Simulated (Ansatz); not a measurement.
# WSe2: the cost of one run

Computed with Ansatz 0.2.0 (DFT LDA, spin-orbit coupling, plane waves, PAW, and further levels as typed in the inputs, unless a step's input says otherwise).

### Step 1. The structure to begin with

It takes space group P-3m1 (No. 164, trigonal). Conventional cell: a = 3.282 Å, b = 3.282 Å, c = 27.821 Å, α = 90.00°, β = 90.00°, γ = 120.00°. Se (site symmetry 3m) is surrounded by 3 W at 2.53 Å. Around W (site symmetry 3m) lie 6 Se at 2.53 Å.

Structure file:

```cif
data_structure
_symmetry_space_group_name_H-M 'P-3m1'
_symmetry_Int_Tables_number 164
_cell_length_a 3.2820
_cell_length_b 3.2820
_cell_length_c 27.8210
_cell_angle_alpha 90.000
_cell_angle_beta 90.000
_cell_angle_gamma 120.000
_cell_volume 259.53
loop_
_atom_site_label
_atom_site_type_symbol
_atom_site_symmetry_multiplicity
_atom_site_Wyckoff_symbol
_atom_site_fract_x
_atom_site_fract_y
_atom_site_fract_z
_atom_site_occupancy
Se1 Se 2 d 0.66667 0.33333 0.32350 1
W1 W 2 d 0.33333 0.66667 0.38354 1
Se2 Se 2 d 0.66667 0.33333 0.44359 1
```

### Step 2. Single point: W2Se4 sheet

Input file input.yaml:

```yaml
crystal:
  lattice:
    - [3.282, 0.0, 0.0]
    - [-1.641, 2.8422953752, 0.0]
    - [0.0, 0.0, 27.821]
  atoms:
    - { symbol: Se, position: [0.6666666667, 0.3333333333, 0.3234966392] }
    - { symbol: W, position: [0.3333333333, 0.6666666667, 0.3835412099] }
    - { symbol: Se, position: [0.6666666667, 0.3333333333, 0.4435857805] }
    - { symbol: Se, position: [0.3333333333, 0.6666666667, 0.5564142195] }
    - { symbol: W, position: [0.6666666667, 0.3333333333, 0.6164587901] }
    - { symbol: Se, position: [0.3333333333, 0.6666666667, 0.6765033608] }
  periodic: [true, true, false]
scf:
  occupations: { method: gaussian, width: 0.01 }
  n_extra_bands: 8
output:
  eigenvalues: true
  eigenstates:
    kpoints:
      - [0.0, 0.0, 0.0]
      - [0.016667, 0.016667, 0.0]
      - [0.033333, 0.033333, 0.0]
      - [0.05, 0.05, 0.0]
      - [0.066667, 0.066667, 0.0]
      - [0.1, 0.1, 0.0]
      - [0.133333, 0.133333, 0.0]
      - [0.166667, 0.166667, 0.0]
      - [0.2, 0.2, 0.0]
      - [0.233333, 0.233333, 0.0]
      - [0.25, 0.25, 0.0]
      - [0.266667, 0.266667, 0.0]
      - [0.283333, 0.283333, 0.0]
      - [0.3, 0.3, 0.0]
      - [0.316667, 0.316667, 0.0]
      - [0.333333, 0.333333, 0.0]
      - [0.35, 0.35, 0.0]
      - [0.366667, 0.366667, 0.0]
      - [0.383333, 0.383333, 0.0]
      - [0.4, 0.4, 0.0]
      - [0.025, 0.0, 0.0]
      - [0.05, 0.0, 0.0]
      - [0.075, 0.0, 0.0]
      - [0.1, 0.0, 0.0]
      - [0.5, 0.0, 0.0]
    top_band: c8
    e_range: [-2.5, 3]
  write_density: true
  write_potential: true
  elf: true
  volumetric_format: npy
kpoints:
  mp_grid: { grid: [12, 12, 1] }
hamiltonian:
  xc: lda
  pseudopotentials: { kind: paw_fr }
magnetization:
  noncollinear: true
  spin_orbit: true
```

Launch:

```console
ansatz run input.yaml --threads 8 --pin off --max-ram 24576MiB --backend cpu --events-out ev --progress --plain --runs-dir out
```

Q: Estimate wall time and peak memory on 8 threads of AMD EPYC 9R14 (Zen 4), shared host.

About 58 s, with a peak of 4.7 GiB.
